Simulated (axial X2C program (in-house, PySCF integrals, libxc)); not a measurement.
**FTeF⁺: bond lengths and stretches, held linear**

The task here is to estimate one member of a computed series from the others.

Method: all-electron X2C, two-component (2c) or spin-free, F dyall-av3z, Te dyall-v3z; program: an in-house X2C program for linear molecules on PySCF integrals.

All values are calculated.

2 further runs of the same task are left out: 2 set aside as unsound or not needed.

The first run:

The input, task.json:

```json
{"zs": [9, 52, 9], "q": 1, "bas": ["dyall-av3z", "dyall-v3z", "dyall-av3z"], "r0": [2.0, 2.0], "symm": 1, "scan": ["PBE0", "HF", "BHandHLYP"], "levels": ["PBE0", "HF", "LDA"], "nst": 2}
```

Keys: zs atomic numbers; q charge; bas basis sets; r0 starting distance in Å; symm equal bonds; scan levels of the two-bond scan (MP2 follows by itself at each HF point); levels methods; nst determinants followed.

On the command line:

```bash
python solin.py task.json out
```

Masses F 18.998, Te 129.906, F 18.998 u.

Steps of the session up to this table: Scan at PBE0, 2c; Scan at HF, 2c; Scan at BHandHLYP, 2c.

One table of the session follows, with a row left open; its other results are not shown here.

```
               level  r(F–Te) (Å)  r(Te–F) (Å)  lower stretch (cm⁻¹)  upper stretch (cm⁻¹)
            PBE0, 2c        1.905        1.905                 637.3                 652.7
              HF, 2c            ?            ?                     ?                     ?
       BHandHLYP, 2c        1.890        1.890                 660.4                 674.6
             MP2, 2c        1.905        1.905                 645.8                 672.4
     PBE0, spin-free        1.904        1.904                 637.9                 651.2
       HF, spin-free        1.869        1.869                 684.6                 688.9
BHandHLYP, spin-free        1.888        1.888                 662.0                 674.8
      MP2, spin-free        1.903        1.903                 645.9                 670.8
```

**Question.** Estimate the row for HF, 2c.

**Answer.** r(F–Te) (Å): 1.871; r(Te–F) (Å): 1.871; lower stretch (cm⁻¹): 683.0; upper stretch (cm⁻¹): 688.1. In the column «r(F–Te) (Å)» it lies between HF, spin-free (1.869) and BHandHLYP, spin-free (1.888).

Scans not shown above were run alike.

Caveats from the session: The molecule was held linear; bending was not examined, so a bent shape may lie lower. Note: functional without a current term on a determinant with orbital currents, of the molecule or an atom.
